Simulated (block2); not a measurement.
# SeF (Selenium monofluoride): DMRG/STO-3G

What is the vertical ionisation energy of SeF (Selenium monofluoride) at DMRG/STO-3G? Input form: a Python script.

Program for the calculation: block2 0.5.4.

3 further runs of the same task are left out: 3 set aside as unsound or not needed.

**1. The structure to begin with**

SeF has 2 atoms, charge 0, and is taken as a doublet. As SMILES, `F[Se]`. Geometry: a GFN2-xTB relaxation, a rough one for these elements and not checked as a minimum.

Bond lengths: F1–Se2 1.808 Å.

**2. A single-point energy at DMRG/STO-3G**

The input, run_dmrg.py:

```python
import numpy as np
from pyscf import cc, dft, gto, mcscf, mp, scf
from pyblock2._pyscf.ao2mo import integrals as itg
from pyblock2.driver.core import DMRGDriver, SymmetryTypes

mol = gto.M(atom="""
F      0.000000     0.000000     0.000000
Se     0.000000     0.000000     1.807610
""", basis="sto-3g", charge=0, spin=1, verbose=4)
print("basis functions         : %d" % (mol.nao))
mf = scf.ROHF(mol)
mf.conv_tol = 1e-10
mf.max_cycle = 200
mf.kernel()
if not mf.converged:
    mf = mf.newton().run(mf.mo_coeff, mf.mo_occ)
print(f"reference energy        : {mf.e_tot:.10f}")
ref = scf.UHF(mol).run(mf.make_rdm1(), conv_tol=1e-10)
pt = mp.MP2(ref, frozen=10).run()
mycc = cc.CCSD(ref, frozen=10)
mycc.max_cycle = 150
mycc.kernel()
print("E(MP2)                  : %.10f" % (pt.e_tot))
if mycc.converged:
    print("E(CCSD)                 : %.10f" % (mycc.e_tot))
    print(f"E(CCSD(T))              : {mycc.e_tot + mycc.ccsd_t():.10f}")
ks = dft.UKS(mol, xc="pbe").set(conv_tol=1e-9, verbose=3).run(mf.make_rdm1())
if ks.converged:
    print(f"E(PBE)                  : {ks.e_tot:.8f}")
ks = dft.UKS(mol, xc="r2scan").set(conv_tol=1e-9, verbose=3).run(mf.make_rdm1())
if ks.converged:
    print("E(r2SCAN)               : %.8f" % (ks.e_tot))
ks = dft.UKS(mol, xc="bhandhlyp").set(conv_tol=1e-9, verbose=3).run(mf.make_rdm1())
if ks.converged:
    print("E(BHLYP)                : %.8f" % (ks.e_tot))
ks = dft.UKS(mol, xc="hse06").set(conv_tol=1e-9, verbose=3).run(mf.make_rdm1())
if ks.converged:
    print(f"E(HSE06)                : {ks.e_tot:.8f}")
occ_no, mo = mcscf.addons.make_natural_orbitals(mp.MP2(mf.to_uhf(), frozen=10).run())
mf.mo_coeff = mo
ncas, n_elec, spin, ecore, h1e, g2e, orb_sym = itg.get_rhf_integrals(mf, ncore=10, ncas=13, pg_symm=False, g2e_symm=8)
driver = DMRGDriver(scratch="./tmp", symm_type=SymmetryTypes.SU2, stack_mem=1500 << 20, n_threads=1)
driver.initialize_system(n_sites=ncas, n_elec=n_elec, spin=spin, orb_sym=orb_sym)
mpo = driver.get_qc_mpo(h1e=h1e, g2e=g2e, ecore=ecore, iprint=1)
occs = np.array([1.9] * 11 + [1.0] * 1 + [0.1] * 1)
ket = driver.get_random_mps(tag="GS", bond_dim=25, nroots=1, occs=occs)
bond_dims = [25] * 3 + [50] * 4 + [100] * 2
noises = [0.0001] * 3 + [0.0001] * 4 + [1e-05] * 2 + [0]
thrds = [1e-08] * 9
e = driver.dmrg(mpo, ket, n_sweeps=15, tol=1e-06, bond_dims=bond_dims, noises=noises, thrds=thrds, iprint=2)
ms, dws, es = driver.get_dmrg_results()
print("DW                      : %.3e" % (dws[-1]))
print(f"E(final)                : {e:.10f}")
dm1 = driver.get_1pdm(ket)
print("NOONs                   :", np.round(np.linalg.eigvalsh(dm1)[::-1], 5).tolist())
c_act = mf.mo_coeff[:, 10:23]
dm_ao = c_act @ dm1 @ c_act.T + 2 * mf.mo_coeff[:, :10] @ mf.mo_coeff[:, :10].T
print("dipole / D              :", np.round(scf.hf.dip_moment(mol, dm_ao, verbose=0), 4).tolist())
print(f"largest bipartite entropy: {max(driver.get_bipartite_entanglement(ket)):.4f}")
ci = mcscf.CASCI(mf, 13, (12, 11))
ci.fix_spin_(ss=0.75)
ci.fcisolver.conv_tol = 1e-10
ci.fcisolver.max_cycle = 200
ci.kernel()
print(f"exact diagonalisation   : {ci.e_tot:.10f}")
```

On the command line:

```
python run_dmrg.py
```

Log:

```text
[INPUT] verbose = 4
[INPUT] num. atoms = 2
[INPUT] num. electrons = 43
[INPUT] charge = 0
[INPUT] spin (= nelec alpha-beta = 2S) = 1
[INPUT] symmetry False subgroup None
[INPUT] Mole.unit = angstrom
[INPUT] Symbol           X                Y                Z      unit          X                Y                Z       unit  Magmom
[INPUT]  1 F      0.000000000000   0.000000000000   0.000000000000 AA    0.000000000000   0.000000000000   0.000000000000 Bohr   0.0
[INPUT]  2 Se     0.000000000000   0.000000000000   1.807610000000 AA    0.000000000000   0.000000000000   3.415887840025 Bohr   0.0

nuclear repulsion = 89.5813956226841
number of shells = 11
number of NR pGTOs = 69
number of NR cGTOs = 23
basis = sto-3g
ecp = {}
CPU time:         0.33
basis functions         : 23

[... 128 lines left out ...]
Init t2, MP2 energy = -0.0315490989128687
[... 145 lines left out ...]
 --> Site =    7-   8 .. Mmps =   10 Ndav =   1 E =  -2471.5304902681 Error = 8.62e-21 FLOPS = 1.84e+08 Tdav = 0.00 T = 0.00
[... 45 lines left out ...]
 --> Site =   11-  12 .. Mmps =   14 Ndav =   1 E =  -2471.5844425449 Error = 7.30e-22 FLOPS = 2.69e+08 Tdav = 0.00 T = 0.00
[... 54 lines left out ...]
 <-- Site =    8-   9 .. Mmps =   40 Ndav =   1 E =  -2471.5844425903 Error = 0.00e+00 FLOPS = 2.86e+09 Tdav = 0.00 T = 0.01
[... 45 lines left out ...]
 <-- Site =    4-   5 .. Mmps =   79 Ndav =   1 E =  -2471.5844425903 Error = 1.38e-20 FLOPS = 3.86e+09 Tdav = 0.00 T = 0.03
[... 40 lines left out ...]
 <-- Site =    5-   6 .. Mmps =   23 Ndav =   1 E =  -2471.5844425903 Error = 1.35e-22 FLOPS = 3.29e+09 Tdav = 0.00 T = 0.03
 <-- Site =    4-   5 .. Mmps =   21 Ndav =   1 E =  -2471.5844425903 Error = 6.55e-21 FLOPS = 3.16e+09 Tdav = 0.00 T = 0.01
 <-- Site =    3-   4 .. Mmps =   19 Ndav =   1 E =  -2471.5844425903 Error = 3.18e-21 FLOPS = 2.54e+09 Tdav = 0.00 T = 0.01
 <-- Site =    2-   3 .. Mmps =   17 Ndav =   1 E =  -2471.5844425903 Error = 2.80e-22 FLOPS = 1.52e+09 Tdav = 0.00 T = 0.00
 <-- Site =    1-   2 .. Mmps =   10 Ndav =   1 E =  -2471.5844425903 Error = 1.11e-22 FLOPS = 7.31e+08 Tdav = 0.00 T = 0.00
 <-- Site =    0-   1 .. Mmps =    4 Ndav =   1 E =  -2471.5844425903 Error = 1.97e-21 FLOPS = 7.67e+07 Tdav = 0.00 T = 0.00
[... 8 lines left out ...]
DW                      : 6.545e-21
E(final)                : -2471.5844425903
NOONs                   : [2.0, 2.0, 2.0, 1.99999, 1.99999, 1.99968, 1.9995, 1.99746, 1.99712, 1.97403, 1.91069, 1.02528, 0.09626]
dipole / D              : [0.0, -0.0001, -0.1936]
largest bipartite entropy: 0.3889

******** <class 'pyscf.mcscf.casci.CASCI'> ********
CAS (12e+11e, 13o), ncore = 10, nvir = 0
natorb = False
canonicalization = True
sorting_mo_energy = False
max_memory 1800 MB (current use 314 MB)
******** <class 'pyscf.fci.addons.SpinPenaltyFCISolver'> ********
max. cycles = 200
conv_tol = 1e-10
davidson only = True
linear dependence = 1e-12
level shift = 0.001
max iter space = 12
max_memory 1800 MB
nroots = 1
pspace_size = 400
spin = None
Density matrix diagonal elements [1.99999907 1.99999894 1.99999763 1.99999471 1.99999004 1.99966661
 1.99946453 1.99746888 1.99636585 1.95604753 1.91008865 1.04326898
 0.09764858]
CASCI converged
CASCI E = -2471.58444259239  E(CI) = -184.478688830385  S^2 = 0.7500000
exact diagonalisation   : -2471.5844425924
```

Run time: 8.1 s. Hardware: 1 thread of Intel Xeon 6975P-C (Granite Rapids), shared host; peak memory 0.29 GiB.

**3. The singlet cation: a single-point energy at DMRG/STO-3G**

The input, dmrg.py:

```python
import numpy as np
from pyscf import cc, dft, gto, mcscf, mp, scf
from pyblock2._pyscf.ao2mo import integrals as itg
from pyblock2.driver.core import DMRGDriver, SymmetryTypes

geom = """
F      0.00000000     0.00000000     0.00000000
Se     0.00000000     0.00000000     3.41588784
"""
mol = gto.M(
    atom=geom,
    basis="sto-3g",
    unit="bohr",
    charge=1,
    verbose=3,
    max_memory=2000,
)
print("nao = %d" % (mol.nao))
mf = scf.RHF(mol)
mf.conv_tol = 1e-10
mf.max_cycle = 200
mf.kernel()
if not mf.converged:
    mf = mf.newton().run(mf.mo_coeff, mf.mo_occ)
print("E(SCF) = %.10f" % (mf.e_tot))
# single-reference ladder for comparison
ref = mf
pt = mp.MP2(ref, frozen=10).run()
mycc = cc.CCSD(ref, frozen=10)
mycc.max_cycle = 150
mycc.kernel()
print(f"MP2 total energy = {pt.e_tot:.10f}")
if mycc.converged:
    print("CCSD total energy = %.10f" % (mycc.e_tot))
    print(f"CCSD(T) total energy = {mycc.e_tot + mycc.ccsd_t():.10f}")
    print("T1 = %.4f" % (mycc.get_t1_diagnostic()))
# a few density functionals on the same geometry and basis
ks = dft.RKS(mol, xc="pbe").set(conv_tol=1e-9, verbose=3).run()
if ks.converged:
    print("E(PBE) = %.8f" % (ks.e_tot))
ks = dft.RKS(mol, xc="r2scan").set(conv_tol=1e-9, verbose=3).run()
if ks.converged:
    print(f"E(r2SCAN) = {ks.e_tot:.8f}")
ks = dft.RKS(mol, xc="bhandhlyp").set(conv_tol=1e-9, verbose=3).run()
if ks.converged:
    print("E(BHLYP) = %.8f" % (ks.e_tot))
ks = dft.RKS(mol, xc="hse06").set(conv_tol=1e-9, verbose=3).run()
if ks.converged:
    print("E(HSE06) = %.8f" % (ks.e_tot))
ncas, n_elec, spin, ecore, h1e, g2e, orb_sym = itg.get_rhf_integrals(mf, ncore=10, ncas=13, pg_symm=False, g2e_symm=1)
drv = DMRGDriver(scratch="./tmp", symm_type=SymmetryTypes.SU2, stack_mem=1500 << 20, n_threads=1)
# orbital ordering
idx = drv.orbital_reordering(h1e, g2e, method="fiedler")
print("orbital order:", idx.tolist())
h1e = h1e[np.ix_(idx, idx)]
g2e = g2e[np.ix_(idx, idx, idx, idx)]
orb_sym = np.array(orb_sym)[idx]
drv.initialize_system(n_sites=ncas, n_elec=n_elec, spin=spin, orb_sym=orb_sym)
mpo = drv.get_qc_mpo(h1e=h1e, g2e=g2e, ecore=ecore, iprint=0)
occs = np.array([1.9] * 11 + [0.1] * 2)[idx]
mps = drv.get_random_mps(tag="GS", bond_dim=50, nroots=1, occs=occs)
bond_dims = [50] * 2 + [75] * 2 + [100] * 2
noises = [0.0001] * 2 + [0.0001] * 2 + [1e-05] * 2 + [0]
thrds = [1e-08] * 6
e = drv.dmrg(mpo, mps, n_sweeps=12, tol=1e-06, bond_dims=bond_dims, noises=noises, thrds=thrds, iprint=1)
ms, dws, es = drv.get_dmrg_results()
print("DW = %.3e" % (dws[-1]))
print("final energy = %.10f" % (e))
dm1 = drv.get_1pdm(mps)
print("occupation numbers =", np.round(np.linalg.eigvalsh(dm1)[::-1], 5).tolist())
c_act = mf.mo_coeff[:, 10:23][:, idx]
dm_ao = c_act @ dm1 @ c_act.T + 2 * mf.mo_coeff[:, :10] @ mf.mo_coeff[:, :10].T
print("dipole moment (debye) =", np.round(scf.hf.dip_moment(mol, dm_ao, verbose=0), 4).tolist())
print(f"max block entropy = {max(drv.get_bipartite_entanglement(mps)):.4f}")
# FCI check
ci = mcscf.CASCI(mf, 13, (11, 11))
ci.fix_spin_(ss=0)
ci.fcisolver.conv_tol = 1e-10
ci.fcisolver.max_cycle = 200
ci.kernel()
print(f"FCI energy = {ci.e_tot:.10f}")
```

On the command line:

```
python dmrg.py
```

Log:

```text
nao = 23
converged SCF energy = -2471.19823748251
E(SCF) = -2471.1982374825
E(RMP2) = -2471.26503306894  E_corr = -0.0667955864340249
E(SCS-RMP2) = -2471.26878721076  E_corr = -0.0705497282550451
E(CCSD) = -2471.293757934381  E_corr = -0.09552045187207076
MP2 total energy = -2471.2650330689
CCSD total energy = -2471.2937579344
CCSD(T) correction = -0.0140584067164703
CCSD(T) total energy = -2471.3078163411
T1 = 0.0525
SCF not converged.
SCF energy = -2472.36925766402
SCF not converged.
SCF energy = -2472.92747912408
converged SCF energy = -2472.93590727405
E(BHLYP) = -2472.93590727
converged SCF energy = -2472.57376233725
E(HSE06) = -2472.57376234
orbital order: [8, 7, 5, 9, 12, 6, 10, 11, 0, 4, 1, 3, 2]

Sweep =    0 | Direction =  forward | Bond dimension =   50 | Noise =  1.00e-04 | Dav threshold =  1.00e-08
Time elapsed =      0.130 | E =   -2471.2968737068 | DW = 1.01101e-11

Sweep =    1 | Direction = backward | Bond dimension =   50 | Noise =  1.00e-04 | Dav threshold =  1.00e-08
Time elapsed =      0.363 | E =   -2471.3151521947 | DE = -1.83e-02 | DW = 9.76104e-10

Sweep =    2 | Direction =  forward | Bond dimension =   75 | Noise =  1.00e-04 | Dav threshold =  1.00e-08
Time elapsed =      0.656 | E =   -2471.3161831130 | DE = -1.03e-03 | DW = 1.48537e-11

Sweep =    3 | Direction = backward | Bond dimension =   75 | Noise =  1.00e-04 | Dav threshold =  1.00e-08
Time elapsed =      0.979 | E =   -2471.3161892148 | DE = -6.10e-06 | DW = 4.44781e-11

Sweep =    4 | Direction =  forward | Bond dimension =  100 | Noise =  1.00e-05 | Dav threshold =  1.00e-08
Time elapsed =      1.365 | E =   -2471.3161892148 | DE = 0.00e+00 | DW = 2.27781e-14

Sweep =    5 | Direction = backward | Bond dimension =  100 | Noise =  1.00e-05 | Dav threshold =  1.00e-08
Time elapsed =      1.779 | E =   -2471.3161892148 | DE = 1.42e-13 | DW = 6.48082e-14

Sweep =    6 | Direction =  forward | Bond dimension =  100 | Noise =  0.00e+00 | Dav threshold =  1.00e-07
Time elapsed =      2.082 | E =   -2471.3161892148 | DE = 1.14e-13 | DW = 9.79473e-21

DW = 9.795e-21
final energy = -2471.3161892148
occupation numbers = [2.0, 1.99999, 1.99999, 1.99999, 1.99999, 1.99927, 1.99541, 1.93381, 1.93281, 1.90377, 1.07188, 1.05945, 0.10364]
dipole moment (debye) = [-0.0001, 0.0, 6.5643]
max block entropy = 0.9269
CASCI E = -2471.31618949214  E(CI) = -184.183096069391  S^2 = 0.0000000
FCI energy = -2471.3161894921
```

Wall time 8.1 s (1 thread of Intel Xeon 6975P-C (Granite Rapids), shared host); peak memory 0.32 GiB.

**4. Outcome**

At DMRG/STO-3G, 10 core orbitals frozen:

| quantity | value |
| --- | --- |
| run 1, DMRG/STO-3G: total energy | -2471.58444 Eh |
| run 1, DMRG/STO-3G: dipole moment (of the density that the program reports) | 0.19 D |
| singlet cation: total energy | -2471.31619 Eh |
| singlet cation: T1 diagnostic of the CCSD step | 0.052 |
| vertical ionisation energy (to the singlet cation) | 7.300 eV |

What this shows: The vertical ionisation energy comes to 7.30 eV (704 kJ/mol). Only the singlet of the ionised species was computed; a triplet could lie lower. In a minimal basis such a difference can be off by several eV, whatever the method. The T1 diagnostic (singlet cation) of 0.052 is above the customary mark for such species, so a single reference may not serve.
